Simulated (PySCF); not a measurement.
# C3H9AlI3P ([AlI3(PMe3)]): the cost of one run

Computed with PySCF 2.14.0 and routines of our own; the level stands in each step. Atoms count from 0.

## (1) The system as given

17 atoms, charge 0, multiplicity 1; geometry from: GFN2-xTB.

## (2) Relaxing the molecule at PBE0-D3(BJ)/def2-SVP

What the job is given:

```
{"job": {"xc": "PBE0", "basis": "def2-SVP", "d3": "d3bj", "grid": 1, "maxiter": 30, "shake": 0.01, "kind": "geom"}, "charge": 0, "multiplicity": 1}
C     -0.823420    -0.100440     1.630010
P     -0.019960    -0.010350    -0.002020
C     -0.086190    -1.746510    -0.566240
C     -1.231040     0.801340    -1.064210
Al     2.231900     1.045490    -0.020300
I      2.740640     0.807980    -2.483580
I      3.397170    -0.527760     1.606690
I      1.579540     3.350500     0.835580
H     -0.968790     0.942260     2.030890
H     -1.822120    -0.553570     1.543030
H     -0.235000    -0.644810     2.330640
H     -1.080800    -2.122850    -0.512830
H      0.280140    -1.796620    -1.588630
H      0.555290    -2.346090     0.093460
H     -2.218830     0.258980    -0.995460
H     -1.400380     1.845320    -0.731400
H     -0.914640     0.808980    -2.095450
```

Command:

```console
$ OMP_NUM_THREADS=1 python heavy_run.py task.json out
```

This one command runs all jobs of the session in turn.

Q: Estimate the wall time and peak memory of this first job on 1 thread of Arm Neoverse V1, shared host.

About 4 min, with a peak of 1.2 GiB.
